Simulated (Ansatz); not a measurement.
The system is Sr2NbN2O2.

```
Nb Sr O N
1.0
    -2.03153    2.03153    6.50352
     2.03153   -2.03153    6.50352
     2.03153    2.03153   -6.50352
Nb Sr O N
1 2 2 2
Direct
  0.00000 0.00000 0.00000
  0.64832 0.64832 0.00000
  0.35168 0.35168 0.00000
  0.83764 0.83764 0.00000
  0.16237 0.16237 0.00000
  0.00000 0.50000 0.50000
  0.50000 0.00000 0.50000
```

The cell comes from a database or a generator and needn't be the stable form of this composition.

- Program: Ansatz 0.2.0
- Task: single point
- Functional: PBE
- Potentials or basis: Ansatz PAW
- Cutoff: 420 eV (not typed: the program's choice for these potentials)
- k mesh: 9 × 9 × 9
- Occupations: fermi-dirac, width 0.05 eV
- Spin: no spin polarisation

On this cell: pressure -1.7 GPa; largest force 0.285 eV/Å; band gap on the k mesh none (metal or under the smearing width).

The same run follows on a disturbed copy (atoms moved at random, drawn with an rms of 0.05 Å):

```xyz
7
Lattice="-2.0315 2.0315 6.5035 2.0315 -2.0315 6.5035 2.0315 2.0315 -6.5035" Properties=species:S:1:pos:R:3 pbc="T T T"
Nb   -0.0295   -0.0712   -0.0175
Sr    0.0150   -0.0098    8.3876
Sr    0.0377    0.0090    4.5528
O     0.0141   -0.0121   10.9311
O     0.0227    0.0119    2.0924
N     2.0818   -0.0453    0.0015
N     0.0153    2.0174   -0.0168
```

Q: What changes?

A: The energy (extrapolated to zero smearing) moves by +3.9 meV/atom; pressure -0.6 GPa; largest force 0.566 eV/Å; band gap on the k mesh none (metal or under the smearing width).

Forces in eV/Å, atoms in the order of the input:
```
Nb   0.261  0.220  0.035
Sr  -0.052 -0.138  0.287
Sr  -0.101 -0.144  0.000
O    0.119  0.051 -0.347
O    0.118 -0.004 -0.063
N   -0.545  0.155  0.004
N    0.200 -0.139  0.085
```

Stress tensor (GPa, compression positive):
```
-0.29  0.11 -0.02
 0.11 -0.61 -0.16
-0.02 -0.16 -0.94
```

Caveats: an odd number of electrons without spin polarisation forces a metal; a magnetic or distorted state may lie lower.
